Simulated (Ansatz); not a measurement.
# BClH4OSi: the cost of one run

Program: Ansatz 0.2.0. Level of theory: RKS B3LYP-D4/6-31G*. These are calculated values, not measurements.

1 further run of the same task is left out (it didn't finish).

## 1. Starting point

Bond lengths: O1–B2 1.395 Å, B2–Si3 1.930 Å, Si3–Cl4 2.108 Å, O1–H5 0.989 Å, B2–H6 1.189 Å, Si3–H7 1.519 Å, Si3–H8 1.424 Å. Angles: O1–B2–Si3 118.4°, O1–B2–H6 120.4°, Si3–B2–H6 121.2°, B2–O1–H5 109.0°, B2–Si3–Cl4 110.0°, B2–Si3–H7 109.0°, B2–Si3–H8 111.9°, Cl4–Si3–H7 105.3°, Cl4–Si3–H8 111.9°, H7–Si3–H8 108.6°.

Coordinates:

```xyz
8

O    -1.4678    1.2207    0.0365
B    -0.2327    0.7592    0.4934
Si    0.6767   -0.5986   -0.5330
Cl    1.0479   -2.2861    0.6747
H    -2.1845    0.6652    0.4311
H     0.2449    1.2029    1.4880
H     2.0483   -0.0811   -0.9319
H    -0.0407   -0.9393   -1.7146
```

## 2. End point A

input.yaml

```yaml
crystal:
  periodic: [false, false, false]
  atoms:
    - { symbol: O, position_ang: [-1.4678, 1.2207, 0.0365] }
    - { symbol: B, position_ang: [-0.2327, 0.7592, 0.4934] }
    - { symbol: Si, position_ang: [0.6767, -0.5986, -0.533] }
    - { symbol: Cl, position_ang: [1.0479, -2.2861, 0.6747] }
    - { symbol: H, position_ang: [-2.1845, 0.6652, 0.4311] }
    - { symbol: H, position_ang: [0.2449, 1.2029, 1.488] }
    - { symbol: H, position_ang: [2.0483, -0.0811, -0.9319] }
    - { symbol: H, position_ang: [-0.0407, -0.9393, -1.7146] }
basis:
  gaussian: { orbitals: "6-31G*" }
hamiltonian:
  xc: b3lyp
  dispersion: d4
relax:
  f_tol: 0.015
  max_steps: 40
```

The run is started by

```console
$ ansatz run input.yaml --threads 1 --pin off --max-ram 2048MiB --backend cpu --events-out ev --progress --plain --runs-dir out
```

Q: Estimate wall time and peak memory on 1 thread of Intel Xeon 6975P-C (Granite Rapids), shared host.

About 54 s, with a peak of 0.17 GiB.
